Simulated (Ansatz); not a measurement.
## C2H4OSi, SMILES C=C1O[SiH2]1: a rigid torsion scan

Computed with the Ansatz DFT code, driven from Python.

Script `torsion.py`:
```python
"""Rigid torsion scan of C2H4OSi."""

import ansatz as az
from ase import Atoms

atoms = Atoms(["C", "C", "O", "Si", "H", "H", "H", "H"], positions=[
    [-0.1493, 1.5084, -0.1944],
    [0.0049, 0.2809, 0.0665],
    [0.5129, -0.3409, 1.1041],
    [0.096, -1.3957, -0.1219],
    [-0.6566, 1.859, -1.154],
    [0.0925, 2.3388, 0.5005],
    [1.2416, -2.0921, -0.6704],
    [-1.0498, -2.2155, 0.4138],
])

# relax first, so that the scan starts from a minimum
first = (
    az.Crystal.molecule_from_ase(atoms).calculation()
    .basis(gaussian="def2-SVP")
    .functional("r2scan0")
    .relax(force_tolerance=0.02, max_steps=80)
)
atoms.positions = first.run().report["positions_ang"]

start = atoms.get_dihedral(2, 1, 0, 4)
energies = {}
for turn in range(0, 360, 40):
    turned = atoms.copy()
    turned.set_dihedral(2, 1, 0, 4, start + turn, indices=[0, 4, 5])
    base = (
        az.Crystal.molecule_from_ase(turned).calculation()
        .basis(gaussian="def2-SVP")
        .functional("r2scan0")
    )
    energies[round((start + turn) % 360)] = base.run().report["free_energy_ev"]
floor = min(energies.values())
print("dihedral O2-C1-C0-H4 (deg)   E - E(min) (eV)")
for angle, e in sorted(energies.items()):
    print(f"{angle:8d} {(e - floor):14.3f}  " + "#" * int(30 * (e - floor) / max(max(energies.values()) - floor, 1e-9)))
```

Running `python torsion.py` prints:
```text
dihedral O2-C1-C0-H4 (deg)   E - E(min) (eV)
      20          0.191  ##
      60          1.656  #################
     100          2.803  #############################
     140          0.752  ########
     180          0.000
     220          0.753  ########
     260          2.805  ##############################
     300          1.654  #################
     340          0.191  ##
```

The lowest point is at 180° and the highest at 260°, 2.805 eV (270.6 kJ/mol) above it, with the rest of the molecule held.

The scan is rigid and the energies are electronic, in a modest basis. With rigid groups the curve can differ much from the relaxed path, the start wasn't checked as a minimum of this torsion, and equivalent turns needn't return to the same energy. The whole script took 70 s on 1 thread of Arm Neoverse V1 (shared host), peak memory 0.24 GiB.
